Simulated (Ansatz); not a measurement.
# H10Si4: the cost of one run

Method: DFT PBE, Gaussian basis def2-SVP, and further levels as typed in the inputs, in Ansatz 0.2.0.

## Step 1: The system as given

Bond lengths: Si1–Si2 2.231 Å, Si1–Si3 2.231 Å, Si1–Si4 2.231 Å, Si1–H5 1.470 Å, Si2–H6 1.470 Å, Si2–H7 1.470 Å, Si2–H8 1.470 Å, Si3–H9 1.470 Å, Si3–H10 1.470 Å, Si3–H11 1.470 Å, Si4–H12 1.470 Å, Si4–H13 1.470 Å, Si4–H14 1.470 Å. Angles (14 of 24 angles, heavy atoms first): Si2–Si1–Si3 109.2°, Si2–Si1–Si4 109.2°, Si3–Si1–Si4 109.2°, Si1–Si2–H6 109.2°, Si1–Si2–H7 109.3°, Si1–Si2–H8 109.3°, Si2–Si1–H5 109.8°, Si3–Si1–H5 109.8°, Si4–Si1–H5 109.8°, Si1–Si3–H9 109.3°, Si1–Si3–H10 109.3°, Si1–Si3–H11 109.2°, Si1–Si4–H12 109.2°, Si1–Si4–H13 109.3°.

Structure file:

```xyz
14

Si    0.0481    0.1662    0.6253
Si   -0.6116    1.9272   -0.5753
Si    2.0302   -0.5309   -0.1252
Si   -1.4422   -1.4779    0.3939
H     0.1572    0.5429    2.0422
H    -0.7161    1.5358   -1.9886
H    -1.9230    2.3829   -0.0913
H     0.3738    3.0093   -0.4347
H     3.0129    0.5537    0.0151
H     2.4635   -1.6986    0.6561
H     1.9058   -0.9037   -1.5419
H    -1.5405   -1.8436   -1.0268
H    -2.7528   -1.0187    0.8768
H    -1.0054   -2.6446    1.1745
```

## Step 2: Relaxing the atoms: H10Si4

Input file input.yaml:

```yaml
crystal:
  periodic: [false, false, false]
  atoms:
    - { symbol: Si, position_ang: [0.048122, 0.166218, 0.625257] }
    - { symbol: Si, position_ang: [-0.611592, 1.92723, -0.5753] }
    - { symbol: Si, position_ang: [2.030215, -0.530861, -0.12515] }
    - { symbol: Si, position_ang: [-1.442221, -1.477879, 0.393861] }
    - { symbol: H, position_ang: [0.157173, 0.542899, 2.042158] }
    - { symbol: H, position_ang: [-0.71609, 1.535807, -1.988638] }
    - { symbol: H, position_ang: [-1.923002, 2.382862, -0.091348] }
    - { symbol: H, position_ang: [0.373824, 3.009259, -0.434652] }
    - { symbol: H, position_ang: [3.012889, 0.553714, 0.015053] }
    - { symbol: H, position_ang: [2.46347, -1.698592, 0.656069] }
    - { symbol: H, position_ang: [1.905799, -0.903714, -1.541892] }
    - { symbol: H, position_ang: [-1.54046, -1.843605, -1.026788] }
    - { symbol: H, position_ang: [-2.752768, -1.018717, 0.876818] }
    - { symbol: H, position_ang: [-1.005359, -2.644621, 1.17455] }
basis:
  gaussian: { orbitals: def2-SVP }
hamiltonian:
  xc: pbe
relax:
  f_tol: 0.003
  max_steps: 150
output:
  orbitals: {}
```

Started as:

```console
$ ansatz run input.yaml --threads 4 --pin off --max-ram 10240MiB --backend cpu --events-out ev --progress --plain --runs-dir out
```

**Question.** How long does this run take on 4 threads of Intel Xeon Platinum 8488C (Sapphire Rapids), shared host, and how much memory does it need?

About 6.8 s, with a peak of 0.2 GiB.
